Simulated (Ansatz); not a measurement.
**H₇MgNOSi₂: one species, many methods**

One table from this session's results is given with a row withheld; the runs are named, their logs left out.

Program: Ansatz 0.2.0, Gaussian basis. Level of theory: functionals in def2-TZVPP, the program's frozen cores in correlated methods. These are calculated values, not measurements.

Levels to be run: LDA (SPW92), PBE-D4, revPBE-D4, BLYP-D4, r2SCAN-D4, B97M-V, PBE0-D4, B3LYP-D4, r2SCANh-D4, r2SCAN0-D4, HSE06-D4, BHLYP-D4, CAM-B3LYP-D4, LC-ωPBE, ωB97X-V, ωB97M-V, B2PLYP, PBE-QIDH; CCSD(T)/def2-SVP; CCSD(T)/def2-TZVPP; MP2/def2-QZVPP; extrapolation to the limit; RPA on PBE.

## The geometry

The geometry comes from an earlier relaxation with PBE0-D4 in a triple-zeta def2 set; it is a stationary point, not always the lowest conformer.

SMILES `[OH][Mg][N]([SiH3])[SiH3]`, 12 atoms, charge 0, spin multiplicity 1.

Atoms are counted from 1 here; the program's logs count them from 0.

Bond lengths: O1–Mg2 1.755 Å, O1–H6 0.947 Å, Mg2–N3 1.917 Å, N3–Si4 1.710 Å, N3–Si5 1.710 Å, Si4–H7 1.492 Å, Si4–H8 1.491 Å, Si4–H9 1.499 Å, Si5–H10 1.499 Å, Si5–H11 1.492 Å, Si5–H12 1.491 Å. Angles: Mg2–O1–H6 165.3°, O1–Mg2–N3 178.2°, Mg2–N3–Si4 117.1°, Mg2–N3–Si5 117.3°, Si4–N3–Si5 125.6°, N3–Si4–H7 113.6°, N3–Si4–H8 113.6°, N3–Si4–H9 107.2°, H7–Si4–H8 107.2°, H7–Si4–H9 107.4°, H8–Si4–H9 107.4°, N3–Si5–H10 107.3°, N3–Si5–H11 113.5°, N3–Si5–H12 113.6°, H10–Si5–H11 107.4°, H10–Si5–H12 107.5°, H11–Si5–H12 107.2°.

Set-up of the first run:

Contents of in.yaml:

```yaml
crystal:
  periodic: [false, false, false]
  atoms:
    - {symbol: O, position_ang: [-0.492369, 3.323154, 0.764394]}
    - {symbol: Mg, position_ang: [-0.253578, 1.632810, 0.359350]}
    - {symbol: N, position_ang: [0.047555, -0.218877, -0.036794]}
    - {symbol: Si, position_ang: [-1.009819, -1.351797, 0.685891]}
    - {symbol: Si, position_ang: [1.347667, -0.595591, -1.081681]}
    - {symbol: H, position_ang: [-0.771965, 4.227178, 0.793879]}
    - {symbol: H, position_ang: [-1.789862, -2.153432, -0.300791]}
    - {symbol: H, position_ang: [-0.322846, -2.315227, 1.593774]}
    - {symbol: H, position_ang: [-1.992113, -0.577211, 1.512661]}
    - {symbol: H, position_ang: [1.992226, 0.699807, -1.474604]}
    - {symbol: H, position_ang: [0.924283, -1.282949, -2.335865]}
    - {symbol: H, position_ang: [2.397620, -1.443065, -0.446214]}
basis:
  gaussian: {orbitals: def2-TZVPP}
hamiltonian: {xc: lda}
output: {orbitals: {seedname: orbitals}}
```

Started as:

```bash
$ ansatz run in.yaml --threads 4 --pin off --events-out ev --progress --plain --max-ram 10444MiB
```

Steps of the session up to this table: LDA; PBE-D4 (GGA); revPBE-D4 (GGA); BLYP-D4 (GGA); r2SCAN-D4 (meta-GGA); B97M-V (meta-GGA); B3LYP-D4 (hybrid); r2SCANh-D4 (hybrid); r2SCAN0-D4 (hybrid); HSE06-D4 (hybrid); BHLYP-D4 (hybrid); CAM-B3LYP-D4 (range-separated); LC-ωPBE (range-separated); ωB97X-V (range-separated); ωB97M-V (range-separated); B2PLYP (double hybrid); PBE-QIDH (double hybrid).

One table of the session follows, with a row left open; its other results are not shown here.

It belongs to the step «Frontier levels by functional». 

```
  functional  HOMO (eV)  LUMO (eV)  gap (eV)
 LDA (SPW92)      -6.22      -2.42      3.79
      PBE-D4      -6.11      -2.16      3.95
   revPBE-D4      -6.06      -1.99      4.07
     BLYP-D4      -5.98      -2.10      3.88
   r2SCAN-D4      -6.38      -1.74      4.64
      B97M-V      -6.52      -2.17      4.35
     PBE0-D4      -7.36      -1.39      5.97
    B3LYP-D4          ?          ?         ?
  r2SCANh-D4      -6.84      -1.50      5.35
  r2SCAN0-D4      -7.55      -1.15      6.40
    HSE06-D4      -6.96      -1.75      5.21
    BHLYP-D4      -8.53      -0.75      7.78
CAM-B3LYP-D4      -8.70      -0.60      8.10
     LC-ωPBE     -10.05       0.57     10.62
     ωB97X-V      -9.72       0.35     10.06
     ωB97M-V      -9.62      -0.02      9.60
```

Q: Estimate the row for B3LYP-D4 from the others.

Worked estimate for «HOMO (eV)». Against the share of exact exchange, BLYP-D4 (0, -5.98), BHLYP-D4 (0.5, -8.53) give a slope of -5.10 per unit share; at 0.2 the line stands at -7.00.

**Answer.** HOMO (eV): -7.14; LUMO (eV): -1.66; gap (eV): 5.48. In «HOMO (eV)» the line misses by +0.14.
